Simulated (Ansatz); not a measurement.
I need a projected density of states of Pt, space group Im-3m. Use the Ansatz DFT code, driven from Python. Settings: PBEsol, PAW, cutoff 470 eV, 13×13×13 k-points, Fermi-Dirac smearing of 0.1 eV.

Input file `pt.cif`:
```cif
data_Pt
_cell_length_a 2.743950
_cell_length_b 2.743950
_cell_length_c 2.743950
_cell_angle_alpha 109.47122
_cell_angle_beta 109.47122
_cell_angle_gamma 109.47122
_symmetry_space_group_name_H-M 'P 1'
_symmetry_Int_Tables_number 1
loop_
_symmetry_equiv_pos_as_xyz
'x, y, z'
loop_
_atom_site_label
_atom_site_type_symbol
_atom_site_fract_x
_atom_site_fract_y
_atom_site_fract_z
Pt1 Pt    0.000000    0.000000    0.000000
```

`pdos_pt.py`
```python
# -*- coding: utf-8 -*-
"""Projected density of states of Pt."""

import ansatz
from ase.io import read
import numpy as np


def main():
    atoms = read("pt.cif")
    cell = ansatz.Crystal.from_ase(atoms)

    calculation = cell.calculation()
    calculation = calculation.functional(ansatz.Functional.PBESOL).basis(470)
    calculation = calculation.kpoints(13, 13, 13, center="gamma")
    calculation = calculation.occupations("Fermi-Dirac", width=0.1)
    calculation = calculation.scf(extra_bands=8).density_of_states(projected=True, energy_step=0.05)
    history = []
    outcome = calculation.session().plan().execute(on_event=lambda event: history.append(event["data"]["dr2_ev"]) if event["event"] == "scf_iter" else None)
    report = outcome.report
    print("density residual by iteration (eV):", " ".join(f"{value:.1e}" for value in history[:40]))

    dos = outcome.density_of_states()
    energy = np.asarray(dos.energies_ev) - dos.fermi_ev
    curves = {}
    for site in outcome.projected_density_of_states().sites:
        for shell in site.shells:
            weight = sum(np.sum(curve.g_bin_mean_per_ev, axis=0) for curve in shell.curves)
            name = f"{site.species} {shell.label}"
            curves[name] = curves.get(name, 0) + weight

    step = energy[1] - energy[0]
    windows = [(-8, -4), (-4, 0), (0, 6)]
    print("states by shell in windows of E - E_F (eV):", windows)
    for name, g in curves.items():
        print(f"{name:8s}", " ".join(f"{step * g[(energy >= a) & (energy < b)].sum():8.3f}" for a, b in windows))
    filled = (energy < 0) & (energy > -8)
    for name, g in curves.items():
        if g[filled].sum() * step > 0.5:
            print(f"centre of {name}: {np.average(energy[filled], weights=g[filled]):.2f} eV")


if __name__ == "__main__":
    main()
```

Output of `python pdos_pt.py`:
```text
density residual by iteration (eV): 2.6e-03 1.1e-04 2.6e-05 2.0e-06 6.4e-08 4.5e-10
states by shell in windows of E - E_F (eV): [(-8, -4), (-4, 0), (0, 6)]
Pt 5S       0.006    0.001    0.008
Pt 6S       0.591    0.245    0.614
Pt 5P       0.015    0.010    0.001
Pt 5D       3.125    5.815    0.933
centre of Pt 6S: -5.14 eV
centre of Pt 5D: -2.93 eV
```

Reading the output:
- Spin is left out of this run.
- For a metal this k-point mesh is coarse: on a finer one energies can move by several to tens of meV an atom and pressures by half a GPa or more, differences at one mesh by less.
- Spin-orbit coupling, which matters for elements this heavy, is left out.
- This isn't the structure that Pt takes at ambient conditions.
- Curves are summed over the cell's atoms. Only shells that the potentials hold have channels, so projections don't add up to the total, least of all where a shell is missing (p of most metals); heights and places of peaks move with the mesh.
- The density of states is complete only as far up as bands were computed.
- A band centre counts only the states inside the window taken.
- Wall time of the script: 2.9 s on 1 thread of Intel(R) Xeon(R) Processor @ 2.30GHz, with other jobs on the host, peak memory 0.51 GiB.
